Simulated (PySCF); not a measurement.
**Ge(25+), Ge(26+), Ge(27+): ionisation energies in even-tempered 17s11p6d5f4g**

Each state of germanium is computed at each level; their differences give the ionisation energy. How far do the methods differ?

The numbers are computed with PySCF 2.14.0 (unrestricted determinants in a Gaussian basis, no spin-orbit coupling in the energies), except any that are marked as measured or tabulated.

## 1. The system

```
Element                                   : germanium (Z = 32)
Basis                                     : an even-tempered Gaussian basis (17 s from 7 bohr⁻², ratio 2.2; 11 p from 9.1 bohr⁻², ratio 2.2; 6 d from 38 bohr⁻², ratio 2.4; 5 f from 56 bohr⁻², ratio 2.4; 4 g from 85 bohr⁻², ratio 2.4)
Hamiltonian                               : no relativity, point nucleus
State 1                                   : Ge(25+): [He] 2s2 2p3, high-spin 4S determinant
State 2                                   : Ge(26+): [He] 2s2 2p2, high-spin 3P determinant
State 3                                   : Ge(27+): [He] 2s2 2p1, 2P determinant
Methods                                   : UHF, LDA, PBE, PBE0, r2SCAN, TPSSh, B2PLYP, MP2
Core shells frozen in the correlated runs : all electrons: nothing (for Ge(25+))
```

The outer shells:

Ge25+ [He] 2s2 2p3
```
[He] core
2s [↑↓]
2p [↑ ][↑ ][↑ ]
```

Ge26+ [He] 2s2 2p2
```
[He] core
2s [↑↓]
2p [↑ ][↑ ][  ]
```

Ge27+ [He] 2s2 2p1
```
[He] core
2s [↑↓]
2p [↑ ][  ][  ]
```

One driver process ran all states and methods and kept the integrals in memory. Each run is shown as a PySCF script that sums up its settings (the driver passes frozen orbitals as a list and adds second-order terms of double hybrids); the logs are those of the runs themselves. The driver starts from symmetry-adapted Hartree-Fock orbitals, holds the occupation by maximum overlap and uses a logarithmic radial grid for functionals, so a plain start would take other cycles.

The integrals over 151 functions and the set-up took 0.98 s of CPU time.

## 2. Ge(25+): the ladder of methods

**UHF**

input.py

```python
from pyscf import gto, scf, dft, mp, cc
mol = gto.M(atom="Ge 0 0 0", charge=25, spin=3, symmetry="D2h",
            basis=gto.etbs([(0, 17, 7, 2.2), (1, 11, 9.1, 2.2), (2, 6, 38, 2.4), (3, 5, 56, 2.4), (4, 4, 85, 2.4)]))
mf = scf.UHF(mol)
mf.irrep_nelec = {'Ag': (2, 2), 'B1u': (1, 0), 'B2u': (1, 0), 'B3u': (1, 0)}
mf.kernel()
```

What it wrote:

```text
damping factor = 0
level_shift factor = 0
DIIS = <class 'pyscf.scf.diis.CDIIS'>
diis_start_cycle = 1
diis_space = 10
diis_damp = 0
SCF conv_tol = 1e-09
SCF conv_tol_grad = None
number electrons alpha = 5  beta = 2
cycle= 1 E= -1529.69627293512  delta_E= 2.96e-12  |g|= 1.31e-07  |ddm|= 6.71e-08
converged SCF energy = -1529.69627293512  <S^2> = 3.7501594  2S+1 = 4.0000797
```

It used 12 s of CPU time after the integrals (shared host).

Orbital energies by shell (radii are means over both spins):

```tsv
shell	electrons	mean orbital energy (eV)	spread (eV)	rms radius (bohr)
1s α	1	-12527.7	0	0.0551
1s β	1	-12491.5	0	0.0551
2s α	1	-2701.8	0	0.219
2s β	1	-2628.4	0	0.219
2p α	3	-2586.3	0	0.190
```

⟨S²⟩ = 3.750, ⟨L²⟩ = 0.00.

Spin-orbit constants on these orbitals (cm⁻¹; bare nucleus, screened nucleus, mean field): 2p 189700, 177800, 173600.

Spin-orbit coupling is strong in this species (close to jj coupling), so the high-spin LS determinant is a model state, not a physical level.

**LDA**

input.py, as changed from the run before:

```diff
@@ -3,3 +3,3 @@
             basis=gto.etbs([(0, 17, 7, 2.2), (1, 11, 9.1, 2.2), (2, 6, 38, 2.4), (3, 5, 56, 2.4), (4, 4, 85, 2.4)]))
-mf = scf.UHF(mol)
+mf = dft.UKS(mol, xc="LDA,VWN")
 mf.irrep_nelec = {'Ag': (2, 2), 'B1u': (1, 0), 'B2u': (1, 0), 'B3u': (1, 0)}
```

What it wrote:

```text
damping factor = 0
level_shift factor = 0
DIIS = <class 'pyscf.scf.diis.CDIIS'>
diis_start_cycle = 1
diis_space = 10
diis_damp = 0
SCF conv_tol = 1e-09
SCF conv_tol_grad = None
number electrons alpha = 5  beta = 2
XC functionals = LDA,VWN
    P. A. M. Dirac.,  Math. Proc. Cambridge Philos. Soc. 26, 376 (1930)
    F. Bloch.,  Z. Phys. 57, 545 (1929)
    S. H. Vosko, L. Wilk, and M. Nusair.,  Can. J. Phys. 58, 1200 (1980)
cycle= 1 E= -1526.73662065763  delta_E= -0.00717  |g|= 0.0318  |ddm|= 0.0162
cycle= 2 E= -1526.73662412095  delta_E= -3.46e-06  |g|= 0.00152  |ddm|= 0.000353
cycle= 3 E= -1526.73662413635  delta_E= -1.54e-08  |g|= 3.37e-05  |ddm|= 2.15e-05
cycle= 4 E= -1526.73662413636  delta_E= -1.25e-11  |g|= 1.35e-07  |ddm|= 6.09e-07
converged SCF energy = -1526.73662413636  <S^2> = 3.7500525  2S+1 = 4.0000262
```

It used 0.51 s of CPU time after the integrals (shared host).

**PBE**

input.py

```python
from pyscf import gto, scf, dft, mp, cc
mol = gto.M(atom="Ge 0 0 0", charge=25, spin=3, symmetry="D2h",
            basis=gto.etbs([(0, 17, 7, 2.2), (1, 11, 9.1, 2.2), (2, 6, 38, 2.4), (3, 5, 56, 2.4), (4, 4, 85, 2.4)]))
mf = dft.UKS(mol, xc="PBE")
mf.irrep_nelec = {'Ag': (2, 2), 'B1u': (1, 0), 'B2u': (1, 0), 'B3u': (1, 0)}
mf.kernel()
```

What it wrote:

```text
damping factor = 0
level_shift factor = 0
DIIS = <class 'pyscf.scf.diis.CDIIS'>
diis_start_cycle = 1
diis_space = 10
diis_damp = 0
SCF conv_tol = 1e-09
SCF conv_tol_grad = None
number electrons alpha = 5  beta = 2
XC functionals = PBE
    J. P. Perdew, K. Burke, and M. Ernzerhof.,  Phys. Rev. Lett. 77, 3865 (1996)
    J. P. Perdew, K. Burke, and M. Ernzerhof.,  Phys. Rev. Lett. 78, 1396 (1997)
    J. P. Perdew, K. Burke, and M. Ernzerhof.,  Phys. Rev. Lett. 77, 3865 (1996)
    J. P. Perdew, K. Burke, and M. Ernzerhof.,  Phys. Rev. Lett. 78, 1396 (1997)
cycle= 1 E= -1529.52614601521  delta_E= -0.00399  |g|= 0.00793  |ddm|= 0.0168
cycle= 2 E= -1529.52614621275  delta_E= -1.98e-07  |g|= 0.000296  |ddm|= 0.000109
cycle= 3 E= -1529.52614621337  delta_E= -6.25e-10  |g|= 1.31e-05  |ddm|= 4.96e-06
converged SCF energy = -1529.52614621337  <S^2> = 3.7500561  2S+1 = 4.000028
```

CPU time 0.49 s on a shared host, the integrals not counted.

**PBE0**

input.py, as changed from the run before:

```diff
@@ -3,3 +3,3 @@
             basis=gto.etbs([(0, 17, 7, 2.2), (1, 11, 9.1, 2.2), (2, 6, 38, 2.4), (3, 5, 56, 2.4), (4, 4, 85, 2.4)]))
-mf = dft.UKS(mol, xc="PBE")
+mf = dft.UKS(mol, xc="PBE0")
 mf.irrep_nelec = {'Ag': (2, 2), 'B1u': (1, 0), 'B2u': (1, 0), 'B3u': (1, 0)}
```

What it wrote:

```text
damping factor = 0
level_shift factor = 0
DIIS = <class 'pyscf.scf.diis.CDIIS'>
diis_start_cycle = 1
diis_space = 10
diis_damp = 0
SCF conv_tol = 1e-09
SCF conv_tol_grad = None
number electrons alpha = 5  beta = 2
XC functionals = PBE0
    C. Adamo and V. Barone.,  J. Chem. Phys. 110, 6158 (1999)
    M. Ernzerhof and G. E. Scuseria.,  J. Chem. Phys. 110, 5029 (1999)
cycle= 1 E= -1529.62403110117  delta_E= -0.00221  |g|= 0.00761  |ddm|= 0.0125
cycle= 2 E= -1529.62403139848  delta_E= -2.97e-07  |g|= 0.000153  |ddm|= 0.000164
cycle= 3 E= -1529.62403139866  delta_E= -1.79e-10  |g|= 6.65e-06  |ddm|= 3.39e-06
converged SCF energy = -1529.62403139866  <S^2> = 3.7500758  2S+1 = 4.0000379
```

CPU time 1.7 s on a shared host, the integrals not counted.

**r2SCAN**

input.py

```python
from pyscf import gto, scf, dft, mp, cc
mol = gto.M(atom="Ge 0 0 0", charge=25, spin=3, symmetry="D2h",
            basis=gto.etbs([(0, 17, 7, 2.2), (1, 11, 9.1, 2.2), (2, 6, 38, 2.4), (3, 5, 56, 2.4), (4, 4, 85, 2.4)]))
mf = dft.UKS(mol, xc="R2SCAN")
mf.irrep_nelec = {'Ag': (2, 2), 'B1u': (1, 0), 'B2u': (1, 0), 'B3u': (1, 0)}
mf.kernel()
```

What it wrote:

```text
damping factor = 0
level_shift factor = 0
DIIS = <class 'pyscf.scf.diis.CDIIS'>
diis_start_cycle = 1
diis_space = 10
diis_damp = 0
SCF conv_tol = 1e-09
SCF conv_tol_grad = None
number electrons alpha = 5  beta = 2
XC functionals = R2SCAN
    J. W. Furness, A. D. Kaplan, J. Ning, J. P. Perdew, and J. Sun.,  J. Phys. Chem. Lett. 11, 8208-8215 (2020)
    J. W. Furness, A. D. Kaplan, J. Ning, J. P. Perdew, and J. Sun.,  J. Phys. Chem. Lett. 11, 9248-9248 (2020)
    J. W. Furness, A. D. Kaplan, J. Ning, J. P. Perdew, and J. Sun.,  J. Phys. Chem. Lett. 11, 8208-8215 (2020)
    J. W. Furness, A. D. Kaplan, J. Ning, J. P. Perdew, and J. Sun.,  J. Phys. Chem. Lett. 11, 9248-9248 (2020)
cycle= 1 E= -1529.84610229879  delta_E= -0.00183  |g|= 0.00774  |ddm|= 0.00995
cycle= 2 E= -1529.84610245988  delta_E= -1.61e-07  |g|= 0.000146  |ddm|= 0.000125
cycle= 3 E= -1529.84610245998  delta_E= -9.14e-11  |g|= 3.2e-06  |ddm|= 3.85e-06
converged SCF energy = -1529.84610245998  <S^2> = 3.7501046  2S+1 = 4.0000523
```

It used 0.89 s of CPU time after the integrals (shared host).

**TPSSh**

input.py

```python
from pyscf import gto, scf, dft, mp, cc
mol = gto.M(atom="Ge 0 0 0", charge=25, spin=3, symmetry="D2h",
            basis=gto.etbs([(0, 17, 7, 2.2), (1, 11, 9.1, 2.2), (2, 6, 38, 2.4), (3, 5, 56, 2.4), (4, 4, 85, 2.4)]))
mf = dft.UKS(mol, xc="TPSSH")
mf.irrep_nelec = {'Ag': (2, 2), 'B1u': (1, 0), 'B2u': (1, 0), 'B3u': (1, 0)}
mf.kernel()
```

What it wrote:

```text
damping factor = 0
level_shift factor = 0
DIIS = <class 'pyscf.scf.diis.CDIIS'>
diis_start_cycle = 1
diis_space = 10
diis_damp = 0
SCF conv_tol = 1e-09
SCF conv_tol_grad = None
number electrons alpha = 5  beta = 2
XC functionals = TPSSH
    V. N. Staroverov, G. E. Scuseria, J. Tao, and J. P. Perdew.,  J. Chem. Phys. 119, 12129 (2003)
cycle= 1 E= -1529.9406690683  delta_E= -0.00147  |g|= 0.0066  |ddm|= 0.0135
cycle= 2 E= -1529.9406692731  delta_E= -2.05e-07  |g|= 0.000146  |ddm|= 0.000191
cycle= 3 E= -1529.94066927327  delta_E= -1.72e-10  |g|= 7.78e-06  |ddm|= 3.67e-06
converged SCF energy = -1529.94066927327  <S^2> = 3.7500771  2S+1 = 4.0000385
```

It used 2.1 s of CPU time after the integrals (shared host).

**B2PLYP**

input.py

```python
from pyscf import gto, scf, dft, mp, cc
mol = gto.M(atom="Ge 0 0 0", charge=25, spin=3, symmetry="D2h",
            basis=gto.etbs([(0, 17, 7, 2.2), (1, 11, 9.1, 2.2), (2, 6, 38, 2.4), (3, 5, 56, 2.4), (4, 4, 85, 2.4)]))
mf = dft.UKS(mol, xc="0.53*HF + 0.47*B88, 0.73*LYP")
mf.irrep_nelec = {'Ag': (2, 2), 'B1u': (1, 0), 'B2u': (1, 0), 'B3u': (1, 0)}
mf.kernel()
```

What it wrote:

```text
damping factor = 0
level_shift factor = 0
DIIS = <class 'pyscf.scf.diis.CDIIS'>
diis_start_cycle = 1
diis_space = 10
diis_damp = 0
SCF conv_tol = 1e-09
SCF conv_tol_grad = None
number electrons alpha = 5  beta = 2
XC functionals = 0.53*HF + 0.47*B88, 0.73*LYP
    A. D. Becke.,  Phys. Rev. A 38, 3098 (1988)
    C. Lee, W. Yang, and R. G. Parr.,  Phys. Rev. B 37, 785 (1988)
    B. Miehlich, A. Savin, H. Stoll, and H. Preuss.,  Chem. Phys. Lett. 157, 200 (1989)
cycle= 1 E= -1529.84267842411  delta_E= -0.00098  |g|= 0.00749  |ddm|= 0.0097
cycle= 2 E= -1529.84267880583  delta_E= -3.82e-07  |g|= 0.000197  |ddm|= 0.0002
cycle= 3 E= -1529.84267880619  delta_E= -3.55e-10  |g|= 2.73e-06  |ddm|= 6.75e-06
converged SCF energy = -1529.84267880619  <S^2> = 3.7500983  2S+1 = 4.0000492
```

It used 3.3 s of CPU time after the integrals (shared host).

Script and log cover the SCF part. The PT2 part, added by the driver, -0.21076 hartree before scaling by 0.27, brings the total to -1529.899584 hartree.

**MP2 (all electrons)**

input.py

```python
from pyscf import gto, scf, dft, mp, cc
mol = gto.M(atom="Ge 0 0 0", charge=25, spin=3, symmetry="D2h",
            basis=gto.etbs([(0, 17, 7, 2.2), (1, 11, 9.1, 2.2), (2, 6, 38, 2.4), (3, 5, 56, 2.4), (4, 4, 85, 2.4)]))
mf = scf.UHF(mol)
mf.irrep_nelec = {'Ag': (2, 2), 'B1u': (1, 0), 'B2u': (1, 0), 'B3u': (1, 0)}
mf.kernel()
mp.UMP2(mf, frozen=0).kernel()
```

The driver printed no log here.

It used 1.6 s of CPU time after the integrals (shared host).

With 7 electrons correlated, the MP2 correlation energy is -0.20634 hartree (-0.04802 same spin, -0.15833 opposite spin); the SCS form gives -0.20600. Largest pairs of shells: 2s-2p -0.0906, 1s-1s -0.0381, 2p-2p -0.0283, 1s-2p -0.0256, 2s-2s -0.0134.

Radial density 4πr²ρ of Ge(25+) at UHF:

```tsv
r (bohr)	density	spin density
0.000883	0.208	0.000
0.00148	0.566	0.000
0.00250	1.50	0.000
0.00420	3.81	0.001
0.00706	8.97	0.006
0.0119	18.6	0.041
0.0200	31.4	0.256
0.0336	37.6	1.338
0.0565	28.1	5.314
0.0951	21.9	13.422
0.160	27.1	16.020
0.269	11.2	5.473
0.453	0.534	0.232
0.761	0.000912	0.000
```

(Part 1 of 3 ends here.)
